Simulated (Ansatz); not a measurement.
# Ni: is there a lower state than plain starts find?

Program: Ansatz 0.2.0. Level of theory: DFT PBE, PAW, plane waves, scalar-relativistic. These are calculated values, not measurements.

### 1 The system as given

Symmetry: Fm-3m, No. 225, cubic system. Conventional cell: a = 3.527 Å, b = 3.527 Å, c = 3.527 Å, α = 90.00°, β = 90.00°, γ = 90.00°. Ni (site symmetry m-3m) has 12 Ni at 2.49 Å as nearest neighbours.

As a file:

```xyz
2
Lattice="3.5271 1.7635 1.7635 1.7635 3.5271 1.7635 1.7635 1.7635 3.5271" Properties=species:S:1:pos:R:3 pbc="T T T"
Ni    0.0000    0.0000    0.0000
Ni    3.5271    3.5271    3.5271
```

Atoms are counted from 1 in the order of input.yaml (Ni2 and so on).

Known so far: 8 plain starts ended in 2 states. The lowest came from “spin on, no moments given (the program may seed its own), plain SCF”: ferromagnetic, site moments Ni1 0.67, Ni2 0.67 μB, total 1.26 μB per cell, no gap on the k-mesh, free energy -11679.4977 eV.

Runs to come: parallel moments, default search for lower states; opposed moments +-, default search for lower states; the moments typed in its input, symmetry off, plain SCF; the moments typed in its input, standard search for lower states.

A plain SCF has the search for lower states switched off and ends at the first converged state. The default search lets the program follow hints of a lower state (another filling of open shells, a soft direction), where it sees any. The standard and full searches may also try other magnetic orders and fillings, and need not reach the lowest state. With a search on, the program may also reshape the start on open shells. 

Site moments are integrals over atomic spheres and don't add up to the total.

### 2 Parallel moments, default search for lower states

The input, input.yaml:

```yaml
crystal:
  lattice:
    - [3.52706, 1.76353, 1.76353]
    - [1.76353, 3.52706, 1.76353]
    - [1.76353, 1.76353, 3.52706]
  atoms:
    - { symbol: Ni, position: [0.0, 0.0, 0.0], spin: 2.0 }
    - { symbol: Ni, position: [0.5, 0.5, 0.5], spin: 2.0 }
magnetization:
  spin_polarized: true
hamiltonian:
  xc: pbe
  pseudopotentials: { kind: paw }
basis:
  ecutwfc: 420
kpoints:
  mp_grid: { grid: [13, 13, 13] }
scf:
  occupations: { method: fermi_dirac, width: 0.1 }
output:
  forces: true
  stress: true
  write_density: true
  write_potential: true
  elf: true
  volumetric_format: npy
```

Run with:

```console
ansatz run input.yaml --threads 2 --pin off --max-ram 5120MiB --backend cpu --events-out ev --progress --plain --runs-dir out
```

Q: Estimate wall time and peak memory on 2 threads of Intel Xeon Platinum 8488C (Sapphire Rapids), shared host.

About 8.8 s, with a peak of 0.55 GiB.
